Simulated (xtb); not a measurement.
# BSiH4OF (SMILES FBO[SiH3]): GFN2-xTB

We compute vibrational wavenumbers of BSiH4OF. 

Program for the calculation: xtb 6.7.1.

5 further runs of the same task are left out: 5 set aside as unsound or not needed.

## 1. The structure to begin with

BSiH4OF has 8 atoms, charge 0, and is taken as a singlet. As SMILES, `FBO[SiH3]`. The shape was relaxed beforehand at GFN2-xTB. This is one conformer, not always the lowest.

Bond lengths: F1–B2 1.329 Å, B2–O3 1.306 Å, O3–Si4 1.619 Å, B2–H5 1.177 Å, Si4–H6 1.460 Å, Si4–H7 1.465 Å, Si4–H8 1.460 Å. Angles: F1–B2–O3 118.2°, B2–O3–Si4 158.2°, F1–B2–H5 117.1°, O3–B2–H5 124.7°, O3–Si4–H6 104.1°, O3–Si4–H7 110.3°, O3–Si4–H8 104.1°, H6–Si4–H7 111.7°, H6–Si4–H8 114.4°, H7–Si4–H8 111.7°.

## 2. The harmonic vibrations at GFN2-xTB

input.inp

```
$chrg 0
$spin 0
$hess
   step=0.005
$end
```

input.xyz

```xyz
8

F     -1.63573000    -1.70745200     1.16913300
B     -0.67806200    -0.78558400     1.18702600
O     -0.27672500    -0.29010200     0.04669600
Si     0.57767500     0.63083500    -0.97493600
H     -0.25262300    -0.47543100     2.23986400
H     -0.43181000     1.43235900    -1.66080100
H      1.52211900     1.46950600    -0.23280100
H      1.26715600    -0.33133100    -1.82978200
```

The run is started by

```
$ xtb input.xyz --gfn2 --input input.inp --hess > input.out 2> xtb.err
```

**Question.** What will come out? Wanted: total energy; dipole moment; HOMO energy; LUMO energy; HOMO–LUMO gap; dispersion energy; mean polarisability; lowest harmonic wavenumber; highest harmonic wavenumber.

**Answer.** As computed:

At GFN2-xTB:

| quantity | value |
| --- | --- |
| total energy | -13.96121 Eh |
| dipole moment | 2.25 D |
| HOMO energy | -11.66 eV |
| LUMO energy | -5.92 eV |
| HOMO–LUMO gap | 5.74 eV |
| dispersion energy | -9.24 kJ/mol |
| mean polarisability (D4 model) | 50.6 bohr³ |
| lowest harmonic wavenumber | 71 cm⁻¹ |
| highest harmonic wavenumber | 2576 cm⁻¹ |
| zero-point energy | 112.5 kJ/mol |

All 18 modes are real, so the shape is a minimum at this level.
